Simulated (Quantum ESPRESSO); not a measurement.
**MoSe: zone-centre phonons under several settings**

```
Mo Se
1.0
     0.00000    2.89288    2.89288
     2.89288    0.00000    2.89288
     2.89288    2.89288    0.00000
Mo Se
1 1
Direct
  0.00000 0.00000 0.00000
  0.50000 0.50000 0.50000
```

The cell was built by a generator and needn't be a form met in nature.

All runs used Quantum ESPRESSO 7.5; potentials GBRV 1.5 PBE; k mesh 6 × 6 × 6, shifted; relaxed cell; no spin polarisation; cutoff 612 eV; occupations fermi-dirac, width 0.05 eV.

```tsv
level	volume (Å³/atom)	pressure (GPa)	lowest optical mode without the field (cm⁻¹)
PBE	17.77	-0.2	33
PBE+D2	17.09	-0.2	84
PBE+D3(BJ)	17.15	-0.2	87
rPW86PBE+rVV10	18.50	-0.1	33i
rev-vdW-DF2	?	-0.2	?
```

Problem. What stands in the row left open?

Solution. Volume 17.59 Å³/atom; lowest optical mode without the field 69 cm⁻¹.

Values marked i are imaginary: the cell is unstable against those modes at that level, or the meshes are too thin.

Caveats: the mesh is thin for the phonons of a metal; the volume moved by over 15 % at a fixed basis, so the end points are rough; pairwise dispersion overbinds metals, which lowers pressure and volume (some runs); the potentials were made for another functional, which shifts forces and pressure (some runs); some modes are imaginary (some runs).

For the row left open. Caveat: the k mesh is coarse; the mesh is thin for the phonons of a metal; the potentials were made for another functional, which shifts forces and pressure; the volume moved by over 15 % at a fixed basis, so the end points are rough.
